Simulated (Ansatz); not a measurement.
HPbNO4:

```
CELL_PARAMETERS angstrom
6.43453 0.00000 0.00872
0.00000 4.11089 0.00000
-3.14884 0.00000 7.72026
ATOMIC_POSITIONS crystal
H 0.29356 0.09662 0.51195
H 0.70644 0.59662 0.48805
Pb 0.98504 0.60505 0.29264
Pb 0.01496 0.10504 0.70736
N 0.59230 0.36587 0.79290
N 0.40770 0.86587 0.20710
O 0.12824 0.09198 0.45672
O 0.41419 0.46190 0.80564
O 0.78042 0.46544 0.89401
O 0.58396 0.16262 0.67325
O 0.87176 0.59198 0.54328
O 0.58581 0.96190 0.19436
O 0.21958 0.96544 0.10599
O 0.41604 0.66262 0.32675
```

The cell was built by a generator and needn't be a form met in nature.

| Item | Value |
| --- | --- |
| Program | Ansatz 0.2.0 |
| Task | relaxation of cell and atoms |
| Functional | BLYP |
| Potentials or basis | Ansatz PAW |
| Cutoff | 420 eV (not typed: the program's choice for these potentials) |
| k mesh | 4 × 5 × 3 |
| Occupations | fermi-dirac, width 0.05 eV |
| Spin | no spin polarisation |

At the start: volume 14.59 Å³/atom.

Problem. Where does the relaxation end?

Solution. It ends after 18 steps and the volume is 15.48 Å³/atom (+6.0 %); space group P2_1 (No. 4, to 0.05 Å).

Step by step:
| step | energy change (eV) | largest force (eV/Å) | volume (Å³) |
| --- | --- | --- | --- |
| 1 | 0.0000 | 0.3373 | 204.33 |
| 2 | -0.0089 | 0.1425 | 210.82 |
| 3 | -0.0097 | 0.0832 | 211.24 |
| 4 | -0.0091 | 0.0365 | 211.66 |
| 5 | -0.0090 | 0.0503 | 211.68 |
| 6 | -0.0088 | 0.0170 | 211.77 |
| 7 | -0.0085 | 0.0073 | 211.83 |
| 8 | -0.0504 | 0.0100 | 211.83 |
| 9 | -0.0403 | 0.0582 | 214.64 |
| 10 | -0.0359 | 0.0492 | 215.61 |
| 11 | -0.0351 | 0.0515 | 215.77 |
| 12 | -0.0363 | 0.0245 | 215.55 |
| 13 | -0.0365 | 0.0143 | 215.52 |
| 14 | -0.0364 | 0.0054 | 215.54 |
| 15 | -0.0559 | 0.0054 | 215.54 |
| 16 | -0.0521 | 0.0148 | 216.40 |
| 17 | -0.0509 | 0.0100 | 216.66 |
| 18 | -0.0570 | 0.0103 | 216.66 |

Final structure:
```yaml
crystal:
  lattice:
    - [6.53234, 0.00000, -0.01796]
    - [0.00000, 4.24786, 0.00000]
    - [-3.22885, 0.00000, 7.81702]
  atoms:
    - { symbol: H, position: [0.28643, 0.10909, 0.50510] }
    - { symbol: H, position: [0.71357, 0.60909, 0.49490] }
    - { symbol: Pb, position: [0.98251, 0.62158, 0.29378] }
    - { symbol: Pb, position: [0.01749, 0.12158, 0.70622] }
    - { symbol: N, position: [0.59655, 0.35482, 0.79877] }
    - { symbol: N, position: [0.40345, 0.85482, 0.20123] }
    - { symbol: O, position: [0.12338, 0.10567, 0.45257] }
    - { symbol: O, position: [0.42069, 0.44666, 0.81264] }
    - { symbol: O, position: [0.78435, 0.44296, 0.90300] }
    - { symbol: O, position: [0.58621, 0.16869, 0.67507] }
    - { symbol: O, position: [0.87662, 0.60567, 0.54743] }
    - { symbol: O, position: [0.57931, 0.94666, 0.18736] }
    - { symbol: O, position: [0.21565, 0.94296, 0.09700] }
    - { symbol: O, position: [0.41379, 0.66869, 0.32493] }
```

Caveat: the plane-wave basis is chosen anew once the cell has moved, so the energies of steps on either side of that aren't comparable; the pressure holds a Pulay correction of +0.7 GPa for the finite cutoff; the PAW data sets come from PBE, with cores solved anew for the run's functional, which leaves a small shift of forces and pressure.
